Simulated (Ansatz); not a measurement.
# doublet [Al2Si2H6]+: levels of theory compared

Aim: a comparison of 6 runs (UB3LYP/6-31G*, U-revPBE/def2-SVP, U-wB97X/def2-SVP, UBHLYP/def2-SVP, UCCSD(T)/def2-SVP) of doublet [Al2Si2H6]+. 

The results are computed with Ansatz 0.2.0.

44 further runs of the same task are left out: 44 set aside as unsound or not needed. Runs told in other sessions of the task aren't counted.

## (1) The system as given

The species is [Al2Si2H6]+ (10 atoms), meant as a doublet with charge +1. SMILES of the parent species: `[SiH3][Al]1[AlH][SiH2]1`. Geometry: relaxed at PBE0-D4/def2-TZVP. That shape belongs to the parent species and isn't relaxed for this state.

Bond lengths: Si1–Al2 2.460 Å, Al2–Al3 2.479 Å, Al2–Si4 2.439 Å, Al3–Si4 2.343 Å, Si1–H5 1.491 Å, Si1–H6 1.491 Å, Si1–H7 1.490 Å, Al3–H8 1.585 Å, Si4–H9 1.581 Å, Si4–H10 1.500 Å. Some angles: Si1–Al2–Al3 164.4°, Si1–Al2–Si4 136.1°, Al3–Al2–Si4 56.9°, Al2–Al3–Si4 60.7°, Al2–Si4–Al3 62.4°, Al2–Si1–H5 110.3°, Al2–Si1–H6 111.0°, Al2–Si1–H7 111.8°, Al2–Al3–H8 149.8°, Si4–Al3–H8 135.8°.

## (2) The energy at UB3LYP/6-31G(d) (spherical functions) (run 1)

The input, run.yaml:

```yaml
crystal:
  periodic: [false, false, false]
  atoms:
    - {symbol: Si, position_ang: [-1.426500, 1.264600, -1.412100]}
    - {symbol: Al, position_ang: [-0.140100, -0.429800, -0.177000]}
    - {symbol: Al, position_ang: [0.542000, -2.376000, 1.198900]}
    - {symbol: Si, position_ang: [1.875500, -0.449300, 1.195500]}
    - {symbol: H, position_ang: [-1.958600, 0.687200, -2.679200]}
    - {symbol: H, position_ang: [-2.589700, 1.742300, -0.611500]}
    - {symbol: H, position_ang: [-0.589800, 2.446700, -1.761500]}
    - {symbol: H, position_ang: [0.798300, -3.933700, 1.336500]}
    - {symbol: H, position_ang: [0.619900, 0.509800, 1.257200]}
    - {symbol: H, position_ang: [2.952200, 0.487100, 1.656400]}
basis:
  gaussian: {orbitals: 6-31G_st_-spherical.json}
total_charge: 1
magnetization: {spin_polarized: true, initial_magnetization: 1}
hamiltonian: {xc: {name: B3LYP}}
accuracy: high
output: {orbitals: {seedname: orbitals}}
```

The basis set 6-31G* is read from a file made from the Basis Set Exchange's data (not shown).

Run with:

```console
$ ansatz run run.yaml --threads 1 --pin off --max-ram 2610MiB --events-out events.jsonl --progress --plain --runs-dir runs
```

The program printed:

```text
Warning: RAYON_NUM_THREADS=1 ignored (pool sized by the plan → 1); use --threads N
Functional definition: B3LYP
  name "B3LYP"
  parameter a0 = 0.2
  parameter ax = 0.72
  parameter ac = 0.81
  exchange = (1 - a0 - ax)*slater_x + ax*b88_x + a0*exact_x
  correlation = (1 - ac)*vwn_rpa_c + ac*lyp_c
1826 factors; integrals over basis functions are off by at most 1.5e-8 eV
mean field evaluation 1: about -29035.2815 eV, gradient 1.5e1 eV
mean field evaluation 2: about -29035.4354 eV, gradient 1.5e1 eV
mean field evaluation 4: about -29037.5249 eV, gradient 1.3e0 eV
mean field evaluation 8: about -29037.7126 eV, gradient 1.9e-1 eV
mean field evaluation 16: about -29037.7363 eV, gradient 7.8e-2 eV
mean field evaluation 32: about -29037.7386 eV, gradient 3.0e-4 eV
mean field evaluation 64: about -29037.6685 eV, gradient 2.8e-1 eV
mean field -29037.73861957 eV, -1067.1172117829 hartree, gradient 8.6e-8 eV, S^2 0.754519; 3 other end points of the search recorded, 0 dependent functions left out
reference -29037.73867058 eV, -1067.1172136576 hartree; 30, 29 occupied and 54, 55 virtual orbitals, 1826 factors
Total energy: -29037.73867058 eV, -1067.1172136576 hartree
```

Run time: 18 s. Hardware: 1 thread of AMD EPYC 9R45 (Zen 5), shared host; peak memory 0.5 GiB.

## (3) A single-point energy at UB3LYP/6-31G(d) (Cartesian functions) (run 2)

The input, input.yaml:

```yaml
crystal:
  periodic: [false, false, false]
  atoms:
    - symbol: Si
      position_ang: [-1.426500, 1.264600, -1.412100]
    - symbol: Al
      position_ang: [-0.140100, -0.429800, -0.177000]
    - symbol: Al
      position_ang: [0.542000, -2.376000, 1.198900]
    - symbol: Si
      position_ang: [1.875500, -0.449300, 1.195500]
    - symbol: H
      position_ang: [-1.958600, 0.687200, -2.679200]
    - symbol: H
      position_ang: [-2.589700, 1.742300, -0.611500]
    - symbol: H
      position_ang: [-0.589800, 2.446700, -1.761500]
    - symbol: H
      position_ang: [0.798300, -3.933700, 1.336500]
    - symbol: H
      position_ang: [0.619900, 0.509800, 1.257200]
    - symbol: H
      position_ang: [2.952200, 0.487100, 1.656400]
basis:
  gaussian: {orbitals: "6-31G*"}
total_charge: 1
magnetization: {spin_polarized: true, initial_magnetization: 1}
hamiltonian: {xc: {name: B3LYP}}
accuracy: high
output: {orbitals: {seedname: orbitals}}
```

Run with:

```console
$ ansatz run input.yaml --threads 1 --pin off --max-ram 2610MiB --events-out events.jsonl --progress --plain --runs-dir runs
```

The program printed:

```text
Warning: RAYON_NUM_THREADS=1 ignored (pool sized by the plan → 1); use --threads N
Functional definition: B3LYP
  name "B3LYP"
  parameter a0 = 0.2
  parameter ax = 0.72
  parameter ac = 0.81
  exchange = (1 - a0 - ax)*slater_x + ax*b88_x + a0*exact_x
  correlation = (1 - ac)*vwn_rpa_c + ac*lyp_c
1904 factors; integrals over basis functions are off by at most 1.7e-8 eV
mean field evaluation 1: about -29035.4637 eV, gradient 1.5e1 eV
mean field evaluation 2: about -29035.6075 eV, gradient 1.5e1 eV
mean field evaluation 4: about -29037.7054 eV, gradient 1.4e0 eV
mean field evaluation 8: about -29037.8936 eV, gradient 1.9e-1 eV
mean field evaluation 16: about -29037.9174 eV, gradient 1.0e-1 eV
mean field evaluation 32: about -29037.9196 eV, gradient 3.7e-4 eV
mean field evaluation 64: about -29037.8021 eV, gradient 4.3e-1 eV
mean field -29037.91960163 eV, -1067.1238627511 hartree, gradient 5.6e-8 eV, S^2 0.754514; 3 other end points of the search recorded, 0 dependent functions left out
reference -29037.91965265 eV, -1067.1238646261 hartree; 30, 29 occupied and 58, 59 virtual orbitals, 1904 factors
Total energy: -29037.91965265 eV, -1067.1238646261 hartree
```

Wall time 20 s (1 thread of AMD EPYC 9R45 (Zen 5), shared host); peak memory 0.53 GiB.

Run 3 isn't shown in full; the table further down has it.

## (4) The energy at U-wB97X/def2-SVP (run 4)

The input, job.yaml:

```yaml
crystal:
  periodic: [false, false, false]
  atoms:
    - {symbol: Si, position_ang: [-1.426500, 1.264600, -1.412100]}
    - {symbol: Al, position_ang: [-0.140100, -0.429800, -0.177000]}
    - {symbol: Al, position_ang: [0.542000, -2.376000, 1.198900]}
    - {symbol: Si, position_ang: [1.875500, -0.449300, 1.195500]}
    - {symbol: H, position_ang: [-1.958600, 0.687200, -2.679200]}
    - {symbol: H, position_ang: [-2.589700, 1.742300, -0.611500]}
    - {symbol: H, position_ang: [-0.589800, 2.446700, -1.761500]}
    - {symbol: H, position_ang: [0.798300, -3.933700, 1.336500]}
    - {symbol: H, position_ang: [0.619900, 0.509800, 1.257200]}
    - {symbol: H, position_ang: [2.952200, 0.487100, 1.656400]}
basis:
  gaussian:
    orbitals: def2-SVP
hamiltonian:
  xc: {name: wB97X}
accuracy: high
total_charge: 1
output:
  orbitals: {seedname: orbitals}
magnetization:
  spin_polarized: true
  initial_magnetization: 1
```

Run with:

```console
$ ansatz run job.yaml --threads 1 --pin off --max-ram 2610MiB --events-out events.jsonl --progress --plain --runs-dir runs
```

The program printed, cut to the lines that bear on the results:

```text
Warning: RAYON_NUM_THREADS=1 ignored (pool sized by the plan → 1); use --threads N
Functional definition: wB97X
  name "wB97X"
[...]
      + exact_x_lr(omega)
[...]
      + integral(e_c_pw_opposite_spin*poly(b97_u_opposite, 1, cos1, cos2, cos3, cos4))
2110 factors; integrals over basis functions are off by at most 6.3e-9 eV
522 factors; integrals over basis functions are off by at most 2.2e-9 eV
[...]
mean field -29027.36183766 eV, -1066.7358720813 hartree, gradient 4.6e-8 eV, S^2 0.758848; 2 other end points of the search recorded, 0 dependent functions left out
reference -29027.36183391 eV, -1066.7358719436 hartree; 30, 29 occupied and 72, 73 virtual orbitals, 2110 factors
Total energy: -29027.36183391 eV, -1066.7358719436 hartree
```

It took 48 s on 1 thread of AMD EPYC 9R45 (Zen 5), shared host; peak memory 1.3 GiB.

Run 5 isn't shown in full; the table further down has it.

## (5) The energy at UCCSD(T)/def2-SVP (run 6)

Edit run.yaml of step 2 so:

```diff
@@ -14,7 +14,7 @@
 basis:
-  gaussian: {orbitals: 6-31G_st_-spherical.json}
+  gaussian: {orbitals: def2-SVP}
+scf: {omitted_lower_state_checks: [cluster_reference, increment]}
+correlation: {method: ccsd_t, frozen_orbitals: {Al: 5, H: 0, Si: 5}}
 total_charge: 1
 magnetization: {spin_polarized: true, initial_magnetization: 1}
-hamiltonian: {xc: {name: B3LYP}}
 accuracy: high
-output: {orbitals: {seedname: orbitals}}
```

Run with:

```console
$ ansatz run run.yaml --threads 1 --pin off --max-ram 2610MiB --events-out events.jsonl --progress --plain --runs-dir runs
```

The program printed, cut to the lines that bear on the results:

```text
Warning: RAYON_NUM_THREADS=1 ignored (pool sized by the plan → 1); use --threads N
Functional definition: HF
  name "HF"
[...]
2110 factors; integrals over basis functions are off by at most 6.3e-9 eV
[...]
mean field -28967.35513714 eV, -1064.5306665112 hartree, gradient 1.6e-8 eV, S^2 0.777360; 4 other end points of the search recorded, 0 dependent functions left out
20 core orbitals not correlated: weight in the atoms' cores, before any rotation towards them, 1.000 or more for the frozen orbitals, at most 0.000 for the correlated occupied ones
reference -28967.35513714 eV, -1064.5306665112 hartree; 10, 9 occupied and 72, 73 virtual orbitals, 2110 factors
second order -7.99972819 eV of doubles, -0.00000000 eV of singles
cycle   1  -9.32940069 eV  change    -1.3e0 eV  update   1.0e-1
[...]
cycle  39  -9.87639112 eV  change  -3.8e-11 eV  update   1.2e-9
perturbative correction -0.33420610 eV, -0.0122818478 hartree
Total energy: -28977.56573436 eV, -1064.9058990382 hartree
Checks for a lower state left out: cluster_reference, increment
```

It took 31 s on 1 thread of AMD EPYC 9R45 (Zen 5), shared host; peak memory 1.1 GiB.

## (6) The series

```tsv
run	level	Cartesian functions	frozen core orbitals	energy (Eh)	HOMO energy (eV)	LUMO energy (eV)	⟨S²⟩	wall time
1	UB3LYP/6-31G* (spherical functions)	no	–	-1067.117214	-10.85	-9.56	0.755	18 s
2	UB3LYP/6-31G* (Cartesian functions)	yes	–	-1067.123865	-10.85	-9.56	0.755	20 s
3	U-revPBE/def2-SVP	no	–	-1066.547860	-10.22	-10.09	0.758	16 s
4	U-wB97X/def2-SVP	no	–	-1066.735872	-13.10	-7.73	0.759	48 s
5	UBHLYP/def2-SVP	no	–	-1066.761210	-11.84	-8.58	0.758	9 s
6	UCCSD(T)/def2-SVP	no	20	-1064.905899	–	–	0.777	31 s
```

## (7) Summary of results

| quantity | value |
| --- | --- |
| run 6: total energy | -1064.90590 Eh |
| run 6: correlation energy (20 core orbitals frozen) | -375.2 mEh |
| run 6: (T) correction | -12.28 mEh |
| run 6: ⟨S²⟩ of the reference determinant | 0.777 |
| run 6: T1 diagnostic | 0.020 |

What this shows: Totals of different functionals can't be ranked against each other. All runs together took 2.4 min, the longest 48 s.
